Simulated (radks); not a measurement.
# Taking charge from the 5d level of Au³⁺ in fractions

The task here is to estimate one member of a computed series from the others.

The numbers are computed with radks (a radial shooting solver on a logarithmic mesh, Libxc functionals) version 1 (scalar-relativistic Kohn-Sham, BLYP, spin-polarised, spherical densities, point nucleus), except any that are marked as measured or tabulated.

## What is computed

- element: gold (Z = 79)
- charge: +3
- electrons: 76
- configuration: [Xe] 4f14 5d(up 5, down 3)

A shell typed twice in an input gives spin up, then spin down.

Set-up of the first run:

Input:

```text
Z 79
configuration [Xe] 4f14 5d5 5d3
relativity scalar-relativistic
functional b88,lyp
spin polarised
nucleus point
c 137.035999084
```

Among the steps run: Start: [Xe] 4f14 5d(up 5, down 3).

One of the session's tables, all rows but one given; the rest of the session is left out.

It belongs to the step «Start: [Xe] 4f14 5d(up 5, down 3)». From the orbitals of this run (lengths in bohr):

```
  level     <r>  outermost maximum (interpolated)  90 % within  nodes
  5s up  0.9241                             0.847         1.32      4
5s down  0.9222                             0.846         1.32      4
  4f up  0.4987                             0.375        0.801      0
4f down  0.4979                             0.375        0.799      0
  5p up   1.063                             0.951         1.54      3
5p down   1.061                             0.949         1.54      3
  5d up   1.435                              1.19         2.17      2
5d down       ?                                 ?            ?      ?
```

Q: Estimate the row for 5d down from the others.

The run gave: <r>: 1.443; outermost maximum (interpolated): 1.18; 90 % within: 2.19; nodes: 2. In the column «<r>» it is the highest.
